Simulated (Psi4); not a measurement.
# GaSiH4OF (SMILES [F][GaH][O][SiH3]): levels of theory compared

Aim: a comparison of 3 runs (HF/STO-3G, HSE06/6-31G*, wB97X-V/6-31G*) of GaSiH4OF. 

The calculation is run with Psi4 1.11.

2 further runs of the same task are left out: 1 that didn't finish, 1 set aside as unsound or not needed.

### 1 The molecule

The species is GaSiH4OF (8 atoms), meant as a singlet with charge 0. As SMILES, `[F][GaH][O][SiH3]`. One bond was lengthened or shortened from a relaxed shape.

Bond lengths: F1–Ga2 1.751 Å, Ga2–O3 1.763 Å, O3–Si4 1.885 Å, Ga2–H5 1.537 Å, Si4–H6 1.485 Å, Si4–H7 1.487 Å, Si4–H8 1.487 Å. Angles: F1–Ga2–O3 113.0°, Ga2–O3–Si4 138.2°, F1–Ga2–H5 121.9°, O3–Ga2–H5 125.1°, O3–Si4–H6 108.0°, O3–Si4–H7 111.0°, O3–Si4–H8 111.0°, H6–Si4–H7 109.1°, H6–Si4–H8 109.1°, H7–Si4–H8 108.7°.

### 2 Energy and gradient at HF/STO-3G (run 1)

job.json

```json
{
 "schema_name": "qcschema_input",
 "schema_version": 1,
 "molecule": {
  "schema_name": "qcschema_molecule",
  "schema_version": 2,
  "symbols": ["F", "Ga", "O", "Si", "H", "H", "H", "H"],
  "geometry": [1.9811473, 3.05684177, 3.39103227, 2.86327145, 2.58100873, 0.23764629, 0.97033279, 0.32203012, -1.31476372, -1.80053105, -1.78730297, -0.56521708, 5.07273923, 4.02475949, -0.97291227, -2.43302239, -3.2450377, -2.87843083, -1.16898458, -3.5797082, 1.50592275, -4.03891165, -0.27174262, 0.2056022],
  "molecular_charge": 0,
  "molecular_multiplicity": 1,
  "fix_symmetry": "c1",
  "fix_com": true,
  "fix_orientation": true
 },
 "driver": "gradient",
 "model": {
  "method": "scf",
  "basis": "STO-3G"
 },
 "keywords": {
  "reference": "rhf",
  "puream": true,
  "e_convergence": 1e-09,
  "d_convergence": 1e-08,
  "scf_type": "pk",
  "scf_properties": ["MAYER_INDICES", "LOWDIN_CHARGES", "WIBERG_LOWDIN_INDICES"]
 }
}
```

Run with:

```
$ psi4 --qcschema job.json -n 1 --memory 2200MB
```

stdout:

```text
[...]
  Running in c1 symmetry.
[...]
  Nuclear repulsion =  338.897794324210338
[...]
  Multiplicity = 1
[...]
  Nalpha       = 33
  Nbeta        = 33
[...]
    Number of basis functions: 41
[...]
   @RHF iter   1: -2360.27872582863210   -4.49873e+00   1.65884e-02 DIIS/ADIIS
[...]
   @RHF iter  16: -2360.70293235747204   -3.18323e-12   3.97615e-09 DIIS
[...]
    Orbital Energies [Eh]
    ---------------------
    Doubly Occupied:
       1A   -374.604535     2A    -68.009510     3A    -46.675034
       4A    -41.897907     5A    -41.891797     6A    -41.890029
       7A    -25.788883     8A    -20.125518     9A     -5.988131
      10A     -5.773578    11A     -4.013532    12A     -4.013495
      13A     -4.012747    14A     -3.922323    15A     -3.916892
      16A     -3.915194    17A     -1.377088    18A     -1.141771
      19A     -0.677426    20A     -0.515852    21A     -0.455049
      22A     -0.444706    23A     -0.426047    24A     -0.416156
      25A     -0.404260    26A     -0.393619    27A     -0.343870
      28A     -0.343596    29A     -0.329224    30A     -0.297644
      31A     -0.293418    32A     -0.281488    33A     -0.259654
[...]
  @RHF Final Energy: -2360.70293235747204
   => Energetics <=
    Nuclear Repulsion Energy =            338.8977943242103379
    One-Electron Energy =               -3989.5215105185179709
    Two-Electron Energy =                1289.9207838368356533
    Total Energy =                      -2360.7029323574720365
[...]
 Multipole Moments:
 ------------------------------------------------------------------------------------
     Multipole            Electronic (a.u.)      Nuclear  (a.u.)        Total (a.u.)
 ------------------------------------------------------------------------------------
 L = 1.  Multiply by 2.5417464519 to convert [e a0] to [Debye]
 Dipole X            :        -86.7602503           86.5787889           -0.1814614
 Dipole Y            :        -82.2371389           82.0051169           -0.2320219
 Dipole Z            :        -17.5055405           17.3153584           -0.1901821
 Magnitude           :                                                    0.3506161
[...]
  -Total Gradient:
     Atom            X                  Y                   Z
    ------   -----------------  -----------------  -----------------
       1       -0.013369232779     0.010263446910     0.055547860910
       2        0.028887867249     0.032000858555     0.017370550177
       3        0.025142182494    -0.001796721719    -0.059625265397
       4       -0.055367682250    -0.045514570308     0.006544787891
       5        0.047339316364     0.030148765363    -0.027931622386
       6       -0.009972828535    -0.018657520426    -0.025486186485
       7        0.004899331852    -0.021929619915     0.024144202077
       8       -0.027558954377     0.015485361425     0.009435673208
[...]
```

The result, in JSON:

```text
{
 "driver": "gradient",
 "model": {
  "method": "scf",
  "basis": "STO-3G"
 },
 "success": true,
 "return_result": [-0.01336923277886335, 0.01026344690959883, 0.055547860910150765, 0.028887867248672518, 0.032000858555050055, 0.017370550176622174, 0.025142182493968754, -0.0017967217190204103, -0.059625265397044463, -0.05536768225018214, -0.04551457030827245, 0.006544787890876494, 0.047339316364096884, 0.030148765363387717, -0.02793162238624633, -0.009972828535400997, -0.018657520426419383, -0.025486186485297962, 0.004899331852177252, -0.021929619915192655, 0.02414420207731227, -0.027558954376587536, 0.015485361424932967, 0.009435673207999304],
 "properties": {
  "calcinfo_nbasis": 41,
  "calcinfo_nmo": 41,
  "calcinfo_nalpha": 33,
  "calcinfo_nbeta": 33,
  "calcinfo_natom": 8,
  "nuclear_repulsion_energy": 338.89779432421034,
  "return_energy": -2360.702932357472,
  "return_gradient": [-0.01336923277886335, 0.01026344690959883, 0.055547860910150765, 0.028887867248672518, 0.032000858555050055, 0.017370550176622174, 0.025142182493968754, -0.0017967217190204103, -0.059625265397044463, -0.05536768225018214, -0.04551457030827245, 0.006544787890876494, 0.047339316364096884, 0.030148765363387717, -0.02793162238624633, -0.009972828535400997, -0.018657520426419383, -0.025486186485297962, 0.004899331852177252, -0.021929619915192655, 0.02414420207731227, -0.027558954376587536, 0.015485361424932967, 0.009435673207999304],
  "scf_one_electron_energy": -3989.521510518518,
  "scf_two_electron_energy": 1289.9207838368357,
  "scf_dipole_moment": [-0.18146141153984274, -0.23202194237435947, -0.19018213870431921],
  "scf_total_energy": -2360.702932357472,
  "scf_total_gradient": [-0.01336923277886335, 0.01026344690959883, 0.055547860910150765, 0.028887867248672518, 0.032000858555050055, 0.017370550176622174, 0.025142182493968754, -0.0017967217190204103, -0.059625265397044463, -0.05536768225018214, -0.04551457030827245, 0.006544787890876494, 0.047339316364096884, 0.030148765363387717, -0.02793162238624633, -0.009972828535400997, -0.018657520426419383, -0.025486186485297962, 0.004899331852177252, -0.021929619915192655, 0.02414420207731227, -0.027558954376587536, 0.015485361424932967, 0.009435673207999304],
  "scf_iterations": 16
 }
}
```

Run time: 3.6 s. Hardware: 1 thread of AMD EPYC 7R43 (Zen 3), shared host; peak memory 0.19 GiB.

### 3 A single-point energy at HSE06/6-31G(d) (spherical functions) (run 2)

job.py

```python
import psi4

psi4.set_memory(2200000000)
psi4.set_num_threads(1)
psi4.set_output_file('output.dat', False)

mol = psi4.geometry("""
0 1
F
Ga 1 1.750961
O 2 1.762738 1 112.96489
Si 3 1.885 2 138.20539 1 0.10221
H 2 1.536585 1 121.91538 3 -179.97906
H 4 1.485094 3 108.02616 2 179.87469
H 4 1.487467 6 109.07157 3 -120.71077
H 4 1.48749 6 109.06368 7 -118.58404
symmetry c1
""")

psi4.set_options({
    'basis': '6-31G*',
    'puream': True,
    'e_convergence': 1e-09,
    'd_convergence': 1e-08,
    'scf_type': 'pk',
    'dft_radial_points': 99,
    'dft_spherical_points': 590,
})

E, wfn = psi4.energy("HSE06", return_wfn=True)
print(f'total energy {E:.8f} hartree = {E * 27.211386:.5f} eV')
```

Run with:

```
$ python job.py
```

output.dat:

```text
[...]
  Running in c1 symmetry.
[...]
  Nuclear repulsion =  338.897811889098875
[...]
  Multiplicity = 1
[...]
  Nalpha       = 33
  Nbeta        = 33
[...]
    Number of basis functions: 86
[...]
   @RKS iter   1: -2389.23008630081904   -2.09892e+00   3.41135e-02 ADIIS/DIIS
[...]
   @RKS iter  13: -2391.05634404341345   -6.36646e-12   4.85115e-09 DIIS
[...]
    Orbital Energies [Eh]
    ---------------------
    Doubly Occupied:
       1A   -372.917861     2A    -66.279462     3A    -46.085441
       4A    -40.797095     5A    -40.792193     6A    -40.791976
       7A    -24.709942     8A    -19.201788     9A     -5.596083
      10A     -5.351050    11A     -3.865947    12A     -3.856481
      13A     -3.855239    14A     -3.685734    15A     -3.683395
      16A     -3.683365    17A     -1.130088    18A     -0.955141
      19A     -0.867718    20A     -0.867156    21A     -0.865718
      22A     -0.860743    23A     -0.843264    24A     -0.548309
      25A     -0.468727    26A     -0.398132    27A     -0.388115
      28A     -0.374175    29A     -0.364125    30A     -0.362251
      31A     -0.340355    32A     -0.301582    33A     -0.299716
[...]
  @RKS Final Energy: -2391.05634404341345
   => Energetics <=
    Nuclear Repulsion Energy =            338.8978118890988753
    One-Electron Energy =               -4006.3158437480769862
    Two-Electron Energy =                1365.0089967774931665
    DFT Exchange-Correlation Energy =     -88.6473089619290562
    Empirical Dispersion Energy =           0.0000000000000000
    VV10 Nonlocal Energy =                  0.0000000000000000
    Total Energy =                      -2391.0563440434139011
[...]
 Multipole Moments:
 ------------------------------------------------------------------------------------
     Multipole            Electronic (a.u.)      Nuclear  (a.u.)        Total (a.u.)
 ------------------------------------------------------------------------------------
 L = 1.  Multiply by 2.5417464519 to convert [e a0] to [Debye]
 Dipole X            :         -0.0088297            0.0097141            0.0008843
 Dipole Y            :         13.2235520          -13.4034626           -0.1799106
 Dipole Z            :         -1.2669795            1.6885002            0.4215207
 Magnitude           :                                                    0.4583103
[...]
```

Standard output:

```text
total energy -2391.05634404 hartree = -65063.95713 eV
```

Wall time 51 s (1 thread of AMD EPYC 7R43 (Zen 3), shared host); peak memory 1.2 GiB.

### 4 A single-point energy at wB97X-V/6-31G(d) (spherical functions) (run 3)

job.inp

```
memory 2200 mb

molecule {
  0 1
  F      1.048378     1.617611     1.794457
  Ga     1.515178     1.365811     0.125757
  O      0.513478     0.170411    -0.695743
  Si    -0.952800    -0.945800    -0.299100
  H      2.684378     2.129811    -0.514843
  H     -1.287500    -1.717200    -1.523200
  H     -0.618600    -1.894300     0.796900
  H     -2.137300    -0.143800     0.108800
  units angstrom
  symmetry c1
}

set basis 6-31G*
set puream true
set e_convergence 1e-09
set d_convergence 1e-08
set scf_type pk
set dft_radial_points 99
set dft_spherical_points 590

E, wfn = energy('wb97x-v', return_wfn=True)
```

Run with:

```
$ psi4 job.inp job.out -n 1
```

job.out:

```text
[...]
  Running in c1 symmetry.
[...]
  Nuclear repulsion =  338.897794062359822
[...]
  Multiplicity = 1
[...]
  Nalpha       = 33
  Nbeta        = 33
[...]
    Number of basis functions: 86
[...]
   @RKS iter   1: -2389.56914564749377   -2.66841e+00   3.35250e-02 ADIIS/DIIS
[...]
   @RKS iter  13: -2391.30340903029173   -1.50067e-11   5.73766e-09 DIIS
[...]
    Orbital Energies [Eh]
    ---------------------
    Doubly Occupied:
       1A   -372.411444     2A    -66.179147     3A    -46.004360
       4A    -40.753658     5A    -40.748528     6A    -40.748288
       7A    -24.714328     8A    -19.222486     9A     -5.651133
      10A     -5.426671    11A     -3.941209    12A     -3.930637
      13A     -3.929097    14A     -3.778081    15A     -3.775432
      16A     -3.775388    17A     -1.240926    18A     -1.068760
      19A     -0.973172    20A     -0.972760    21A     -0.971082
      22A     -0.966040    23A     -0.950100    24A     -0.670049
      25A     -0.580956    26A     -0.503348    27A     -0.499289
      28A     -0.484651    29A     -0.472925    30A     -0.470255
      31A     -0.443064    32A     -0.405187    33A     -0.404018
[...]
  @RKS Final Energy: -2391.30340903029173
   => Energetics <=
    Nuclear Repulsion Energy =            338.8977940623598215
    One-Electron Energy =               -4006.0885191651591413
    Two-Electron Energy =                1364.2957045965197267
    DFT Exchange-Correlation Energy =     -88.6822482379033801
    Empirical Dispersion Energy =           0.0000000000000000
    VV10 Nonlocal Energy =                  0.2738597138913227
    Total Energy =                      -2391.3034090302912773
[...]
 Multipole Moments:
 ------------------------------------------------------------------------------------
     Multipole            Electronic (a.u.)      Nuclear  (a.u.)        Total (a.u.)
 ------------------------------------------------------------------------------------
 L = 1.  Multiply by 2.5417464519 to convert [e a0] to [Debye]
 Dipole X            :          9.3132717           -9.3424931           -0.0292214
 Dipole Y            :          9.1082714           -9.2909701           -0.1826987
 Dipole Z            :          2.5811485           -2.9832268           -0.4020784
 Magnitude           :                                                    0.4426056
[...]
```

Wall time 3 min (1 thread of AMD EPYC 7R43 (Zen 3), shared host); peak memory 1.2 GiB.

### 5 The series

```tsv
run	level	task	properties	energy (Eh)	dipole moment (D)	HOMO energy (eV)	LUMO energy (eV)	wall time
1	HF/STO-3G	gradient	(mayer, lowdin, wiberg)	-2360.702932	0.89	-7.07	6.16	3.6 s
2	HSE06/6-31G* (spherical functions)	energy	–	-2391.056344	1.16	-8.16	-1.13	51 s
3	wB97X-V/6-31G* (spherical functions)	energy	–	-2391.303409	1.12	-10.99	1.23	3 min
```

### 6 Results

| quantity | value |
| --- | --- |
| run 3: total energy | -2391.30341 Eh |
| run 3: dipole moment | 1.12 D |
| run 3: HOMO energy | -10.99 eV |
| run 3: LUMO energy | 1.23 eV |
| run 3: HOMO–LUMO gap | 12.23 eV |

**Reading.** The dipole moment (its size) runs from 0.89 D (HF/STO-3G) to 1.16 D (HSE06/6-31G*). The two ends differ in method and basis. The HOMO–LUMO gap runs from 7.03 eV (HSE06/6-31G*) to 13.22 eV (HF/STO-3G). Totals of different functionals can't be ranked against each other. In run 1 the basis is minimal, so the values are rough. All runs together took 3.9 min, the longest 3 min.
